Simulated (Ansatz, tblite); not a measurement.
# The cluster W₃O₅: rung by rung

One table from this session's results is given with a row withheld; the runs are named, their logs left out.

The runs use Ansatz 0.2.0, Gaussian basis; as each input shows.

The runs, in order: GFN1-xTB, GFN2-xTB, PBE-D4/def2-TZVP, r2SCAN-D4/def2-TZVP, B97M-V/def2-TZVP, LDA/def2-TZVP, LC-ωPBE(0.10)/def2-SVP, LC-ωPBE(0.15)/def2-SVP, LC-ωPBE(0.20)/def2-SVP, LC-ωPBE(0.30)/def2-SVP, PBE-D4/def2-SVP, PBE0-D4/def2-SVP, PBE0-D4/def2-TZVPD, PBE-D4/def2-TZVPD, r2SCAN-D4/def2-TZVPD, CCSD(T)/def2-SVP, MP2/def2-TZVP, RPA/def2-TZVP.

2 further runs of the same task are left out: 2 set aside as unsound or not needed. Runs told in other sessions of the task aren't counted.

## The geometry

The singlet was relaxed beforehand with r2SCAN-D4/def2-SVP. At that level it is the lowest of the isomers that a small search found.

8 atoms, charge 0, spin multiplicity 1.

Bond lengths: W1–O4 2.032 Å, W1–O5 1.942 Å, W1–O7 1.720 Å, W2–O4 1.864 Å, W2–O8 1.864 Å, W3–O5 1.942 Å, W3–O6 1.720 Å, W3–O8 2.032 Å. Angles: O4–W1–O5 116.3°, O4–W1–O7 123.6°, O5–W1–O7 119.9°, O4–W2–O8 115.8°, O5–W3–O6 119.9°, O5–W3–O8 116.4°, O6–W3–O8 123.6°, W1–O4–W2 80.6°, W1–O5–W3 84.0°, W2–O8–W3 80.6°.

Coordinates:

```xyz
8
charge 0, multiplicity 1
W     0.1243    1.2907    0.4661
W    -0.5416   -1.0067    1.2652
W     0.2501   -0.7667   -1.1171
O     0.3715    0.3043    2.2253
O     1.3529    0.8241   -0.9633
O    -0.9398   -0.8694   -2.3542
O    -1.1410    2.4185    0.1759
O     0.5236   -2.1948    0.3022
```

W takes a core potential in the def2 sets. No spin-orbit coupling is included.

PBE0-D4/def2-TZVP was run before; its log isn't repeated, and its numbers join the tables.

Set-up of the first run:

Tight binding, by tblite at 300 K electronic temperature and without a spin-polarisation term:

```python
tblite.interface.Calculator('GFN1-xTB', numbers, positions, charge=0, uhf=0).singlepoint()
```

Tight binding, by tblite at 300 K electronic temperature and without a spin-polarisation term:

```python
tblite.interface.Calculator('GFN2-xTB', numbers, positions, charge=0, uhf=0).singlepoint()
```

start.molden holds the orbitals of an earlier run on this state, given as this run's starting guess.

in.yaml reads:

```yaml
crystal:
  periodic: [false, false, false]
  atoms:
    - {symbol: W, position_ang: [0.124315, 1.290720, 0.466069]}
    - {symbol: W, position_ang: [-0.541605, -1.006651, 1.265247]}
    - {symbol: W, position_ang: [0.250128, -0.766685, -1.117111]}
    - {symbol: O, position_ang: [0.371475, 0.304262, 2.225254]}
    - {symbol: O, position_ang: [1.352936, 0.824108, -0.963291]}
    - {symbol: O, position_ang: [-0.939839, -0.869410, -2.354219]}
    - {symbol: O, position_ang: [-1.140988, 2.418481, 0.175870]}
    - {symbol: O, position_ang: [0.523589, -2.194836, 0.302181]}
basis:
  gaussian: {orbitals: def2-TZVP, initial_orbitals: start.molden}
hamiltonian: {xc: pbe, dispersion: d4}
scf: {omitted_lower_state_checks: [starts]}
output: {orbitals: {seedname: orbitals}}
```

On the command line:

```sh
$ ansatz run in.yaml --threads 4 --pin off --events-out ev --progress --plain --max-ram 4787MiB
```

Among the steps run: PBE-D4/def2-TZVP; r2SCAN-D4/def2-TZVP; B97M-V/def2-TZVP; LDA/def2-TZVP; LC-ωPBE(0.10)/def2-SVP; LC-ωPBE(0.15)/def2-SVP; LC-ωPBE(0.20)/def2-SVP; LC-ωPBE(0.30)/def2-SVP; PBE-D4/def2-SVP; PBE0-D4/def2-SVP; PBE0-D4/def2-TZVPD; PBE-D4/def2-TZVPD; r2SCAN-D4/def2-TZVPD; CCSD(T)/def2-SVP; MP2/def2-TZVP; RPA/def2-TZVP.

One of the session's tables, all rows but one given; the rest of the session is left out.

It belongs to the step «Binding energy». 

```
           level  binding an atom (eV)
     HF/def2-SVP                 2.205
    HF/def2-TZVP                     ?
   LDA/def2-TZVP                 6.948
B97M-V/def2-TZVP                 5.516
    MP2/def2-SVP                 5.637
   MP2/def2-TZVP                 6.014
   CCSD/def2-SVP                 4.762
CCSD(T)/def2-SVP                 5.121
```

**Question.** Estimate the row for HF/def2-TZVP.

As computed: binding an atom (eV): 2.397. In the column «binding an atom (eV)» it lies between HF/def2-SVP (2.205) and CCSD/def2-SVP (4.762).

To keep in mind: Free atoms were run apart at each level; binding is atoms less cluster, divided by the number of atoms, without zero-point or spin-orbit terms.
